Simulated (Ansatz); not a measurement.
# F3H2HfN: the cost of one run

All numbers below are computed with Ansatz 0.2.0 (RHF/def2-SVP).

## (1) The system as given

Bond lengths: Hf1–N2 2.210 Å, N2–H3 1.060 Å, N2–H4 1.060 Å, Hf1–F5 1.980 Å, Hf1–F6 1.979 Å, Hf1–F7 1.979 Å. Angles: Hf1–N2–H3 120.0°, Hf1–N2–H4 120.0°, H3–N2–H4 120.0°, N2–Hf1–F5 109.4°, N2–Hf1–F6 109.5°, N2–Hf1–F7 109.5°, F5–Hf1–F6 109.5°, F5–Hf1–F7 109.5°, F6–Hf1–F7 109.5°.

As a file:

```xyz
7

Hf    0.0000    0.0000    0.0000
N     0.0000    0.0000    2.2100
H    -0.8770   -0.2713    2.7400
H     0.8770    0.2713    2.7400
F     1.8671    0.0000   -0.6593
F    -0.9326    1.6157   -0.6593
F    -0.9326   -1.6157   -0.6593
```

## (2) Relaxing the start

input.yaml

```yaml
crystal:
  periodic: [false, false, false]
  atoms:
    - { symbol: Hf, position_ang: [0.0, 0.0, 0.0] }
    - { symbol: "N", position_ang: [0.0, 0.0, 2.21] }
    - { symbol: H, position_ang: [-0.877, -0.2713, 2.74] }
    - { symbol: H, position_ang: [0.877, 0.2713, 2.74] }
    - { symbol: F, position_ang: [1.8671, 0.0, -0.6593] }
    - { symbol: F, position_ang: [-0.9326, 1.6157, -0.6593] }
    - { symbol: F, position_ang: [-0.9326, -1.6157, -0.6593] }
basis:
  gaussian: { orbitals: def2-SVP }
hamiltonian:
  xc: hf
relax:
  f_tol: 0.02
  max_steps: 40
```

Command:

```console
$ ansatz run input.yaml --threads 1 --pin off --max-ram 2048MiB --backend cpu --events-out ev --progress --plain --runs-dir out
```

**Question.** How long does this run take on 1 thread of Arm Neoverse V1, shared host, and how much memory does it need?

About 16 s, with a peak of 0.2 GiB.
